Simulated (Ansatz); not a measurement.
**TiAl3: how the settings move a single-point run**

Aim: see which settings change the result for TiAl3, by how much, and at what cost.

Method: reference: DFT, PBEsol, PAW with Ansatz's default frozen-core files, scalar-relativistic, in Ansatz 0.2.0.

## 1. The system as given

The structure is tetragonal, space group I4/mmm (No. 139). The conventional cell has a = 3.816 Å, b = 3.816 Å, c = 8.551 Å, α = 90.00°, β = 90.00°, γ = 90.00°. Ti (site symmetry 4/mmm) has 12 Al at 2.70 to 2.87 Å as nearest neighbours. Al (site symmetry 4/mmm) is surrounded by 4 Ti at 2.70 Å and 8 Al at 2.87 Å. Al (site symmetry -4m2) is surrounded by 8 Al at 2.70 to 2.87 Å and 4 Ti at 2.87 Å.

Coordinates:

```
CELL_PARAMETERS angstrom
-1.90813 1.90813 4.27550
1.90813 -1.90813 4.27550
1.90813 1.90813 -4.27550
ATOMIC_POSITIONS crystal
Ti 0.00000 0.00000 0.00000
Al 0.50000 0.50000 0.00000
Al 0.75000 0.25000 0.50000
Al 0.25000 0.75000 0.50000
```

## 2. The reference run

Input file input.yaml:

```yaml
crystal:
  lattice:
    - [-1.9081328214, 1.9081328214, 4.2754998564]
    - [1.9081328214, -1.9081328214, 4.2754998564]
    - [1.9081328214, 1.9081328214, -4.2754998564]
  atoms:
    - { symbol: Ti, position: [0.0, 0.0, 0.0] }
    - { symbol: Al, position: [0.5, 0.5, 0.0] }
    - { symbol: Al, position: [0.75, 0.25, 0.5] }
    - { symbol: Al, position: [0.25, 0.75, 0.5] }
kpoints:
  mp_grid: { grid: [13, 13, 13] }
scf:
  occupations: { method: fermi_dirac, width: 0.05 }
hamiltonian:
  xc: pbesol
  pseudopotentials: { kind: paw }
output:
  forces: true
  stress: true
  eigenvalues: true
  populations: true
```

Launch:

```
$ ansatz run input.yaml --threads 1 --pin off --max-ram 3072MiB --backend cpu --events-out ev --progress --plain --runs-dir out
```

## 3. Variant: scf.algorithm density_mixing, ecutrho_ratio 9

Edit input.yaml of step 2 so:

```diff
@@ -14,2 +14,3 @@
   occupations: { method: fermi_dirac, width: 0.05 }
+  algorithm: density_mixing
 hamiltonian:
@@ -22 +23,3 @@
   populations: true
+basis:
+  ecutrho_ratio: 9
```

Q: Predict the outcome of this session. Wanted: for each run, ending; energy change; pressure; gap; force.

As calculated:

```tsv
run	ending	energy change	pressure (GPa)	gap (eV)	force (eV/Å)	cycles	time
reference	converged	0	0.0	0.00	0.00	6	9.4 s
1: scf.algorithm density_mixing, ecutrho_ratio 9	converged	0.0 meV/atom	0.0	0.00	0.00	6	10 s
```

Residual by cycle in the longest SCF loop of each run; runs are numbered as in the table. The quantity is the density residual dr2, in eV.

```tsv
cycle	reference	run 1
1	0.0182	0.0182
2	0.00275	0.00275
3	1.8e-4	1.8e-4
4	2.0e-6	2.0e-6
5	8.6e-8	8.6e-8
6	2.6e-9	2.6e-9
```

**Reading.** Changing the solver and numerical grids hardly moves the energy: 0.0 meV/atom.
